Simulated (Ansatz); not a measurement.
# H8O2Si2Sn: how energies converge with the basis set

One table from this session's results is given with a row withheld; the runs are named, their logs left out.

Program: Ansatz 0.2.0, Gaussian basis. Level of theory: one geometry, several basis sets. These are calculated values, not measurements.

The runs, in order: PBE0-D4/def2-SVP; ωB97M-V/def2-SVP; PBE0-D4/def2-QZVPP; ωB97M-V/def2-QZVPP; the functionals' def2-TZVPP values are taken from earlier runs.

### The geometry

An earlier PBE0-D4 in a triple-zeta def2 set relaxation fixed the geometry. Sn takes the def2 core potential; no spin-orbit term is included.

13 atoms, charge 0, spin multiplicity 1.

Atoms are counted from 1 here; the program's logs count them from 0.

Bond lengths: Si1–O2 1.634 Å, Si1–H6 1.486 Å, Si1–H7 1.492 Å, Si1–H8 1.488 Å, O2–Sn3 1.949 Å, Sn3–O4 1.949 Å, Sn3–H9 1.695 Å, Sn3–H10 1.695 Å, O4–Si5 1.634 Å, Si5–H11 1.492 Å, Si5–H12 1.486 Å, Si5–H13 1.488 Å. Angles: O2–Si1–H6 108.8°, O2–Si1–H7 110.9°, O2–Si1–H8 110.9°, H6–Si1–H7 108.8°, H6–Si1–H8 109.0°, H7–Si1–H8 108.2°, Si1–O2–Sn3 136.0°, O2–Sn3–O4 105.1°, O2–Sn3–H9 109.5°, O2–Sn3–H10 105.7°, O4–Sn3–H9 105.7°, O4–Sn3–H10 109.5°, H9–Sn3–H10 120.4°, Sn3–O4–Si5 136.0°, O4–Si5–H11 110.9°, O4–Si5–H12 108.8°, O4–Si5–H13 110.9°, H11–Si5–H12 108.8° and more.

The first run:

The input, in.yaml:

```yaml
crystal:
  periodic: [false, false, false]
  atoms:
    - {symbol: Si, position_ang: [-1.248778, 1.199088, 1.581247]}
    - {symbol: O, position_ang: [-0.069850, 1.562562, 0.510129]}
    - {symbol: Sn, position_ang: [0.350409, 1.078330, -1.330683]}
    - {symbol: O, position_ang: [0.297667, -0.869893, -1.367265]}
    - {symbol: Si, position_ang: [0.969112, -2.080472, -0.499550]}
    - {symbol: H, position_ang: [-1.408973, 2.337670, 2.522580]}
    - {symbol: H, position_ang: [-2.547160, 0.962953, 0.885385]}
    - {symbol: H, position_ang: [-0.905868, -0.024844, 2.354464]}
    - {symbol: H, position_ang: [-0.902928, 1.589854, -2.351501]}
    - {symbol: H, position_ang: [1.939894, 1.607255, -1.592153]}
    - {symbol: H, position_ang: [2.317879, -1.690415, 0.004907]}
    - {symbol: H, position_ang: [1.110198, -3.274843, -1.372314]}
    - {symbol: H, position_ang: [0.118697, -2.431844, 0.669554]}
basis:
  gaussian: {orbitals: def2-SVP}
hamiltonian: {xc: pbe0, dispersion: d4}
output: {orbitals: {seedname: orbitals}}
```

Started as:

```bash
$ ansatz run in.yaml --threads 4 --pin off --events-out ev --progress --plain --max-ram 11315MiB
```

Steps of the session up to this table: PBE0-D4 in def2-SVP; ωB97M-V in def2-SVP; PBE0-D4 in def2-QZVPP; ωB97M-V in def2-QZVPP.

One table of the session follows, with a row left open; its other results are not shown here.

It belongs to the step «Functionals by basis». 

| functional | basis | HOMO (eV) |
| --- | --- | --- |
| PBE0-D4 | def2-SVP | -8.32 |
| PBE0-D4 | def2-TZVPP | -8.42 |
| PBE0-D4 | def2-QZVPP | -8.44 |
| ωB97M-V | def2-SVP | -10.56 |
| ωB97M-V | def2-TZVPP | -10.72 |
| ωB97M-V | def2-QZVPP | ? |

Q: Estimate the row for ωB97M-V, def2-QZVPP from the others.

As computed: HOMO (eV): -10.73. In the column «HOMO (eV)» it is the lowest.
